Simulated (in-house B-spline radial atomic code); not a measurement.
**Zr⁸⁺: ionisation energy by several methods**

The task here is to estimate one member of a computed series from the others.

Method: scalar-relativistic (X2C), several functionals, spin-polarised; spherical all-electron atom at the radial basis limit. Code: in-house B-spline radial atomic code version 1.

**What is computed**

* element: zirconium (Z = 40)
* charge: +8
* electrons: 32
* configuration: [Ar] 3d10 4s2 4p2
* nucleus: Fermi, rms radius 4.269 fm

The outer shells:

[Ar] 3d10 4s2 4p2
```
[Ar] core
3d [↑↓][↑↓][↑↓][↑↓][↑↓]
4s [↑↓]
4p [↑ ][↑ ][  ]
```

Where spins are not typed, each open shell is filled with up spins first.

The first run:

Input settings:

```ini
Z = 40
electrons = 32.0
configuration = [Ar] 3d10 4s2 4p2
hamiltonian = x2c
method = lda,pw
spin_polarised = True
nucleus = fermi
rms_radius = 4.2694
mass_number = 90
atomic_mass = 89.904698755
speed_of_light = 137.035999084
```

Steps of the session up to this table: LDA (PW92); PBE, a GGA; PW91, a GGA; LDA (VWN5); BLYP, a GGA; exchange-only LDA; AM05, a GGA; PBEsol, a GGA.

One of the session's tables, all rows but one given; the rest of the session is left out.

```
           method  ΔSCF (eV)
       LDA (PW92)     153.14
       LDA (VWN5)     153.15
exchange-only LDA     151.65
              PBE     152.88
             PW91          ?
             BLYP     152.83
             AM05     152.94
           PBEsol     152.93
```

Estimate the missing values for PW91.

**Answer.** ΔSCF (eV): 153.04. In the column «ΔSCF (eV)» it lies between AM05 (152.94) and LDA (PW92) (153.14).
